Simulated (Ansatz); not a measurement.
In3Se:

```
In Se
1.0
     4.80376    0.00000    0.00000
     0.00000    4.80376    0.00000
     0.00000    0.00000    4.80376
In Se
3 1
Direct
  0.50000 0.50000 0.00000
  0.50000 0.00000 0.50000
  0.00000 0.50000 0.50000
  0.00000 0.00000 0.00000
```

The cell comes from a database or a generator and needn't be the stable form of this composition.

```yaml
Program: Ansatz 0.2.0
Task: single point
Functional: PBEsol
Potentials_or_basis: Ansatz PAW
Cutoff: "420 eV (not typed: the program's choice for these potentials)"
k_mesh: 6 × 6 × 6
Occupations: fermi-dirac, width 0.05 eV
Spin: no spin polarisation
```

On this cell: pressure -2.9 GPa; largest force zero by symmetry; band gap on the k mesh none (metal or under the smearing width).

The same run follows on a disturbed copy (atoms moved at random, drawn with an rms of 0.05 Å):

```xyz
4
Lattice="4.8038 0.0000 0.0000 0.0000 4.8038 0.0000 0.0000 0.0000 4.8038" Properties=species:S:1:pos:R:3 pbc="T T T"
In    2.3414    2.4440    0.0013
In    2.4134   -0.0311    2.3915
In   -0.0345    2.3888    2.3965
Se   -0.0060    0.0027    0.0038
```

Task: What changes?

Result: The energy (extrapolated to zero smearing) moves by +0.7 meV/atom; pressure -2.9 GPa; largest force 0.091 eV/Å; band gap on the k mesh none (metal or under the smearing width).

Forces on the atoms (eV/Å):
```
In   0.000 -0.057 -0.021
In  -0.021  0.088  0.011
In   0.013 -0.041  0.009
Se   0.008  0.010  0.000
```

Caveats: the PAW data sets come from PBE, with cores solved anew for the run's functional, which leaves a small shift of forces and pressure.
